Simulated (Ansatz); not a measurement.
## BrClH2Sn, SMILES [Cl][SnH2][Br]: a ladder of methods at one geometry

Computed with Ansatz 0.2.0, Python API.

Contents of `brclh2sn.xyz`:
```text
5

Cl   -2.02730    0.51610   -0.79500
Sn    0.02160    0.06460    0.13470
Br    1.21950   -1.55320   -1.36480
H    -0.12410   -0.63540    1.71510
H     0.96020    1.53420    0.26850
```

`run_methods.py`:
```python
"""One geometry of BrClH2Sn, method by method."""

import ansatz as az

params = {
    "basis_set": "def2-SVP",
}

brclh2sn = az.Crystal.molecule_from_extxyz("brclh2sn.xyz")

setup = brclh2sn.calculation().basis(gaussian=params["basis_set"])

methods = ["mp2", "ccsd", "ccsd_t"]
reports = [setup.correlation(m).run(threads=1).report for m in methods]
print(f"Hartree-Fock reference {reports[0]['reference_energy_ev'] / 27.211386246:.6f} Ha")
best = reports[-1]["free_energy_ev"] - reports[-1]["reference_energy_ev"]
for method, each in zip(methods, reports):
    gained = each["free_energy_ev"] - each["reference_energy_ev"]
    print(f"{method:8s} total {each['free_energy_ev'] / 27.211386246:.6f} Ha  correlation {gained:9.4f} eV  ({100 * gained / best:.1f} % of the last)")
```

```console
$ python run_methods.py
Hartree-Fock reference -3246.044153 Ha
mp2      total -3246.515203 Ha  correlation  -12.8179 eV  (92.2 % of the last)
ccsd     total -3246.544131 Ha  correlation  -13.6051 eV  (97.8 % of the last)
ccsd_t   total -3246.555329 Ha  correlation  -13.9098 eV  (100.0 % of the last)
```

What to keep in mind:
- Total energies depend on the basis set; only differences at equal settings carry meaning.
- The geometry is a force-field or estimated start, not a minimum of this method, and the basis set is short of its limit. A lower total doesn't mark the better method: functionals have no common bound, and MP2 and coupled cluster aren't variational.
- def2 sets replace the cores of elements past krypton by effective core potentials.
- Inner cores stay frozen; a filled d shell under the valence of the heavier atoms is correlated with it.
- Wall time of the script: 13 s on 1 thread of Arm Neoverse V2 (shared host), peak memory 0.33 GiB.
